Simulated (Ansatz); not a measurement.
# B₂H₃Se radical (SMILES BB[Se]): single points off equilibrium

An exercise on one series of results from a longer session: the logs are not shown, and one member is left open.

Computed with Ansatz 0.2.0, Gaussian basis. Level: single points in def2-TZVPP.

Cores are frozen in the correlated methods. Filled d shells of the heavier atoms are correlated. Orbitals are unrestricted.

### Where the work starts

SMILES `BB[Se]`, 6 atoms, charge 0, spin multiplicity 2.

Atoms are counted from 1 here; the program's logs count them from 0.

Bond lengths: B1–B2 1.648 Å, B1–H4 1.139 Å, B1–H5 1.177 Å, B2–Se3 1.663 Å. Angles: B2–B1–H4 114.4°, B2–B1–H5 119.1°, H4–B1–H5 123.4°, B1–B2–Se3 127.7°.

As a file:

```xyz
6
B2H3Se
B    -0.29130   -0.08500   -0.84270
B     0.28540   -0.09630    0.70090
Se    0.80160    1.20210    1.60220
H    -1.37110    0.26300   -0.93940
H     0.47190   -0.08420   -1.73830
H     0.23620   -1.42950    1.30080
```

Set-up of the first run:

The input, run/in.yaml:

```yaml
crystal:
  periodic: [false, false, false]
  atoms:
    - {symbol: B, position_ang: [-0.291300, -0.085000, -0.842700]}
    - {symbol: B, position_ang: [0.285400, -0.096300, 0.700900]}
    - {symbol: Se, position_ang: [0.801600, 1.202100, 1.602200]}
    - {symbol: H, position_ang: [-1.371100, 0.263000, -0.939400]}
    - {symbol: H, position_ang: [0.471900, -0.084200, -1.738300]}
    - {symbol: H, position_ang: [0.236200, -1.429500, 1.300800]}
basis:
  gaussian: {orbitals: def2-TZVPP}
magnetization: {spin_polarized: true, initial_magnetization: 1}
correlation: {method: ccsd_t}
scf: {omitted_lower_state_checks: [cluster_reference]}
output: {forces: true}
```

No record of the launch command was kept for these runs.

Steps of the session up to this table: CCSD(T)/def2-TZVPP; PBE0-D4/def2-TZVPP; wB97M-V/def2-TZVPP; r2SCAN-D4/def2-TZVPP; PBE-D4/def2-TZVPP; LC-wPBE/def2-TZVPP; BLYP-D4/def2-TZVPP.

One of the session's tables, all rows but one given; the rest of the session is left out.

| method | RMS force component (eV/Å) | angle to CCSD(T) forces (°) | dipole (D) |
| --- | --- | --- | --- |
| CCSD(T) | 2.573 | reference | 0.31 |
| PBE0-D4 | 2.459 | 2.0 | 0.49 |
| wB97M-V | 2.509 | 2.0 | 0.37 |
| r2SCAN-D4 | 2.442 | 2.1 | 0.59 |
| PBE-D4 | ? | ? | ? |
| LC-wPBE | 2.512 | 3.5 | 0.38 |
| BLYP-D4 | 2.444 | 4.5 | 0.49 |

Estimate the missing values for PBE-D4.

As computed: RMS force component (eV/Å): 2.451; angle to CCSD(T) forces (°): 3.7; dipole (D): 0.49. In the column «RMS force component (eV/Å)» it lies between BLYP-D4 (2.444) and PBE0-D4 (2.459).
